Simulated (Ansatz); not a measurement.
## What each level of theory costs: C15H14, SMILES CC1(C)c2ccccc2c2ccccc12, on 1 × GB200

All times were clocked for whole runs of Ansatz 0.2.0, start-up included, one run at a time with no other job on the machine: a node with four NVIDIA GB200 cards and 144 Grace (Neoverse V2) cores. Times and memory are rounded to two significant figures, and ratios are formed from the unrounded values. A row is a single run, so small differences between rows aren't established. System services beside the runs took up to 5 cores (rounded up). Runs with a thread on every core shared the cores with them. Precision is the program's default, which can work at lower precision in parts of a run. Card memory is the largest of readings taken every 0.4 s, so short peaks can be missed, and it isn't given for runs under about 3 s. It shows what a run took, which needn't be the least that it can run in: the program holds more work at once where threads and free memory allow. Ansatz fits or factors the two-electron integrals of a Gaussian basis by default. It has two schemes, and a run can build a set of factors by either or by both: the log gives each set's size, with a bound on the integrals' error for one scheme and none for the other.

The first rung is HF.

Commands are shown without the flags for output files and display.

```
atoms                                                                   : 29
electrons                                                               : 104
basis                                                                   : def2-tzvp
basis functions                                                         : 549
integral factors (in one run; the count can differ a little by machine) : 4111 (no error bound)
```

Input used:

```yaml
crystal:
  periodic: [false, false, false]
  atoms:
    - { symbol: C, position_ang: [0.3000, 1.9100, 1.4600] }
    - { symbol: C, position_ang: [0.1600, 1.1900, 0.1200] }
    - { symbol: C, position_ang: [0.2600, 2.1700, -1.0500] }
    # ... 25 more atoms, left out here ...
    - { symbol: H, position_ang: [-2.6600, 1.9100, 0.2300] }
basis:
  gaussian: { orbitals: def2-tzvp }
hamiltonian: { xc: hf }
```

Command for every rung:

```bash
ansatz run input.yaml --backend cuda --devices 1
```

Lines that stand in the other rungs' inputs in place of, or beside, those above:

```yaml
# PBE
hamiltonian: { xc: pbe }
# r2SCAN
hamiltonian: { xc: r2scan }
# PBE0
hamiltonian: { xc: pbe0 }
# wB97M-V
hamiltonian: { xc: { name: wB97M-V } }
# MP2
correlation: { method: mp2 }
# (no hamiltonian line)
# RPA on PBE0
hamiltonian: { xc: pbe0 }
correlation: { method: rpa }
# CCSD(T)
correlation: { method: ccsd_t }
# (no hamiltonian line)
```

```csv
level,wall time,stage clocks,of them the mean-field stage,outside them,integral factors,SCF iterations,threads,host memory (GiB),fullest card (GiB),remarks
HF,2.6 s,2.0 s,,0.60 s,4111 (no error bound),16,144,1.1,,
PBE,3.2 s,2.5 s,,0.65 s,3316 (no error bound),24,144,1.1,8.3,
MP2,3.4 s,2.7 s,2.6 s,0.70 s,3675 (error up to 1.1e-3 eV),20,144,1.1,7.4,restricted state unstable
r2SCAN,3.4 s,2.8 s,,0.61 s,3316 (no error bound),23,144,1.2,8.3,
RPA on PBE0,4.5 s,3.8 s,3.5 s,0.68 s,3675 (error up to 1.1e-3 eV),24,144,3.6,10,
wB97M-V,4.6 s,4.0 s,,0.66 s,3316 (no error bound) and 853 (error up to 8.4e-6 eV),19,144,1.2,10,
CCSD(T),29 s,27 s,3.2 s,1.5 s,3675 (error up to 1.1e-3 eV),28,144,1.1,150,card 147 of 185 GiB; restricted state unstable
```

The stage clocks are the program's own, summed: the mean-field stage and the correlated steps. The mean-field stage is one clock over all work up to the reference state: integrals, SCF, tests for a lower state where a run makes them, the wait for a card to open. The correlated steps include the solver's set-up. Outside lie the rest of start-up and exit.

SCF iterations count the mean-field evaluations that the program logged over all starts and steps, those after a first convergence included. Functionals ending in -V hold the non-local VV10 term, a sum over pairs of grid points whose cost follows the grid and not the basis. Correlated methods freeze the cores.

«restricted state unstable»: the stability test found that unrestricted orbitals would lower the mean field; the run kept the restricted one. A row without this remark may not have been tested. «card a of b GiB» or «host a of b GiB»: the run took three quarters or more of a card's memory (or the program reckoned to fill 85 % of what was free), or 60 % or more of the host memory that it had. The program fits its work to the free memory, so such a run may be limited by memory even where its log doesn't say so. Rows whose remarks tell of memory aren't like for like with rows without.

The correlated rungs have a mean-field stage of their own, with their own integral factors and tests, which can cost more than the first rung's, so the added time isn't the cost of correlation alone.

Of the 29 s of CCSD(T), the CCSD cycles take 4.2 s and (T) 19 s.

The first rung takes only 2.6 s, 2.0 s of it on the stage clocks, in a single run. That is too short to divide by, since fixed costs and noise weigh heavily on it, so no ratios to it are given. The cost of one level against another in a larger system can differ much from what these times suggest.

How long does PBE0 take on 1 × GB200?

3.3 s, against 2.6 s for the first rung, in 20 SCF iterations against 16; peak host memory 1.1 GiB, 8.5 GiB on the fullest card. Of the wall time 2.6 s is on the stage clocks and 0.74 s outside. On the stage clocks alone it is 2.6 s against 2.0 s. The mean-field stage holds the wait for the card to open, which has no clock of its own, so a stage this short says little about the card's speed. Its integral factors: 3316 (no error bound); in the first rung: 4111 (no error bound).
